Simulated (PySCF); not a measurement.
# H4N2Tl (Tl(NH2)2+): the cost of one run

Program: PySCF 2.14.0. Level of theory: BP86, Tl def2-SVP with ECP60, N def2-SVP, H def2-SVP; scalar-relativistic core potentials, no spin–orbit coupling. These are calculated values, not measurements.

### 1 Where the work starts

7 atoms, charge 1, spin multiplicity 1.

Bond lengths: Tl1–N2 2.070 Å, Tl1–N5 2.070 Å, N2–H3 1.038 Å, N2–H4 1.037 Å, N5–H6 1.038 Å, N5–H7 1.037 Å. Angles: N2–Tl1–N5 164.7°, Tl1–N2–H3 108.6°, Tl1–N2–H4 108.9°, H3–N2–H4 106.9°, Tl1–N5–H6 108.6°, Tl1–N5–H7 108.9°, H6–N5–H7 106.9°.

Geometry (Å):

```
Tl    0.0000    0.0000   -0.0590
N     2.0467    0.1430    0.2174
H     2.4234   -0.8067    0.4020
H     2.4822    0.4751   -0.6631
N    -2.0467   -0.1430    0.2174
H    -2.4234    0.8067    0.4020
H    -2.4822   -0.4751   -0.6631
```

Formal oxidation states: Tl +3. An earlier session relaxed this geometry at BP86, Tl def2-SVP with ECP60, N def2-SVP, H def2-SVP (singlet, point group C2).

Its energy there is -284.194006 Eh.

### 2 Multiplicity 3 at the relaxed geometry

run.py (the lines that set the calculation)

```python
mol = gto.M(atom='''
Tl     0.00000     0.00000    -0.05895
N      2.04668     0.14303     0.21739
H      2.42342    -0.80673     0.40200
H      2.48219     0.47508    -0.66313
N     -2.04668    -0.14303     0.21739
H     -2.42342     0.80673     0.40200
H     -2.48219    -0.47508    -0.66313''',
    basis={'Tl': 'def2-SVP', 'N': 'def2-SVP', 'H': 'def2-SVP'},
    ecp={'Tl': 'def2-SVP'},
    charge=1, spin=2)
mf = dft.UKS(mol, xc='B88,P86')
mf.grids.atom_grid = (50, 194)
mf = mf.density_fit()  # fitting sets: Tl def2-universal-JKFIT, N def2-universal-JKFIT, H def2-universal-JKFIT
mf.conv_tol = 1e-08; mf.max_cycle = 55
mf.kernel(dm0)  # dm0: free metal ions and neutral atoms
```

Run with:

```sh
$ OMP_NUM_THREADS=2 python run.py
```

**Question.** How long does this run take on 2 threads of Arm Neoverse V1, shared host?

About 2.9 s.
